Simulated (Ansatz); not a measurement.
Run this with Ansatz 0.2.0 through its Python package and show what comes out.

`dimer.py`
```python
"""Binding of a SSi dimer at a trial geometry."""

import logging
import sys

import ansatz

logging.basicConfig(stream=sys.stdout, format="[%(levelname)s] %(message)s")
logger = logging.getLogger("ansatz_job")
logger.setLevel(logging.INFO)

BASIS = "def2-SVPD"
FUNCTIONAL = "pbe0"
VDW = "d4"

FIRST = [
    ("Si", (0.0, 0.0, -1.05)),
    ("S", (0.0, 0.0, 1.05)),
]
SECOND = [
    ("Si", (0.5272, 2.1986, -5.8982)),
    ("S", (0.8393, 1.9859, -3.8324)),
]

def energy(atoms, ghosts=()):
    molecule = ansatz.Crystal.molecule()
    for symbol, xyz in atoms:
        molecule = molecule.atom(symbol, xyz)
    calc = (
        molecule.calculation()
        .basis(gaussian=BASIS)  # atom-centred Gaussian functions
        .functional(FUNCTIONAL, dispersion=VDW)
    )
    deck = calc.input()
    if ghosts:
        deck = deck.set(ansatz.key.basis.gaussian.ghost_atoms, [{"symbol": s, "position_ang": list(xyz)} for s, xyz in ghosts])
    return ansatz.Session.from_dict(deck).plan().execute().report["free_energy_ev"]

# monomers in their own basis and in the basis of the dimer
both = energy(FIRST + SECOND)
alone = energy(FIRST) + energy(SECOND)
ghosted = energy(FIRST, SECOND) + energy(SECOND, FIRST)
logger.info(f"dimer {both:.6f} eV")
logger.info(f"interaction, uncorrected   {96.485332 * (both - alone):8.3f} kJ/mol")
logger.info(f"interaction, counterpoise  {96.485332 * (both - ghosted):8.3f} kJ/mol")
logger.info(f"basis-set superposition    {96.485332 * (alone - ghosted):8.3f} kJ/mol")
```

`python dimer.py` gives:
```text
[INFO] dimer -37400.038980 eV
[INFO] interaction, uncorrected    -10.030 kJ/mol
[INFO] interaction, counterpoise    -7.582 kJ/mol
[INFO] basis-set superposition       2.448 kJ/mol
```

Uncorrected it is -10.030 kJ/mol, with the counterpoise correction -7.582 kJ/mol; the difference, 2.45 kJ/mol, is the superposition error.

Caveats:
- These settings explore the input space; basis and method may be short of convergence.
- The dimer is a generated trial pose of unrelaxed monomers, not a minimum, so the figure is no binding energy, and the basis set is small.
- The spin state was assumed, and another may lie lower.
- Hardware and time: 8.7 s on 1 thread of Arm Neoverse V1, on a shared host, peak memory 0.25 GiB.

(Lines on the test bed's own set-up are left out of the output.)
